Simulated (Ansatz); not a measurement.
# C2H5Sn radical: small, medium and large basis sets

The task here is to estimate one member of a computed series from the others.

Computed with Ansatz 0.2.0, Gaussian basis. Level: one geometry, several basis sets.

Levels to be run: PBE0-D4/def2-SVP; ωB97M-V/def2-SVP; PBE0-D4/def2-QZVPP; ωB97M-V/def2-QZVPP; the functionals' def2-TZVPP values are taken from earlier runs.

### Structure used throughout

All runs share one geometry, relaxed beforehand with PBE0-D4 in a triple-zeta def2 set. Sn takes the def2 core potential; no spin-orbit term is included.

8 atoms, charge 0, spin multiplicity 2.

Atoms are counted from 1 here; the program's logs count them from 0.

Bond lengths: C1–C2 1.330 Å, C1–H4 1.087 Å, C1–H5 1.088 Å, C2–Sn3 2.125 Å, C2–H6 1.088 Å, Sn3–H7 1.720 Å, Sn3–H8 1.720 Å. Angles: C2–C1–H4 122.4°, C2–C1–H5 121.8°, H4–C1–H5 115.8°, C1–C2–Sn3 122.8°, C1–C2–H6 119.1°, Sn3–C2–H6 118.1°, C2–Sn3–H7 107.9°, C2–Sn3–H8 110.6°, H7–Sn3–H8 110.3°.

The first run:

The input, in.yaml:

```yaml
crystal:
  periodic: [false, false, false]
  atoms:
    - {symbol: C, position_ang: [-0.617031, 1.072006, -0.685365]}
    - {symbol: C, position_ang: [-0.218251, 0.507117, 0.450881]}
    - {symbol: Sn, position_ang: [1.173898, -1.097254, 0.511521]}
    - {symbol: H, position_ang: [-0.274099, 0.728242, -1.657432]}
    - {symbol: H, position_ang: [-1.317165, 1.904461, -0.696936]}
    - {symbol: H, position_ang: [-0.583977, 0.903261, 1.395461]}
    - {symbol: H, position_ang: [1.230889, -1.808859, -1.053699]}
    - {symbol: H, position_ang: [0.697937, -2.265974, 1.679769]}
basis:
  gaussian: {orbitals: def2-SVP}
magnetization: {spin_polarized: true, initial_magnetization: 1}
hamiltonian: {xc: pbe0, dispersion: d4}
output: {orbitals: {seedname: orbitals}}
```

Among the steps run: PBE0-D4 in def2-SVP; ωB97M-V in def2-SVP; PBE0-D4 in def2-QZVPP; ωB97M-V in def2-QZVPP.

One of the session's tables, all rows but one given; the rest of the session is left out.

It belongs to the step «Density functionals: the series». 

```
functional       basis  HOMO (eV)  LUMO (eV)
   PBE0-D4    def2-SVP      -5.70      -2.80
   PBE0-D4  def2-TZVPP      -5.76      -2.86
   PBE0-D4  def2-QZVPP      -5.77      -2.87
   ωB97M-V    def2-SVP          ?          ?
   ωB97M-V  def2-TZVPP      -7.73      -1.19
   ωB97M-V  def2-QZVPP      -7.73      -1.21
```

Estimate the missing values for ωB97M-V, def2-SVP.

The run gave: HOMO (eV): -7.64; LUMO (eV): -1.05. In the column «HOMO (eV)» it lies between ωB97M-V, def2-QZVPP (-7.73) and PBE0-D4, def2-QZVPP (-5.77).
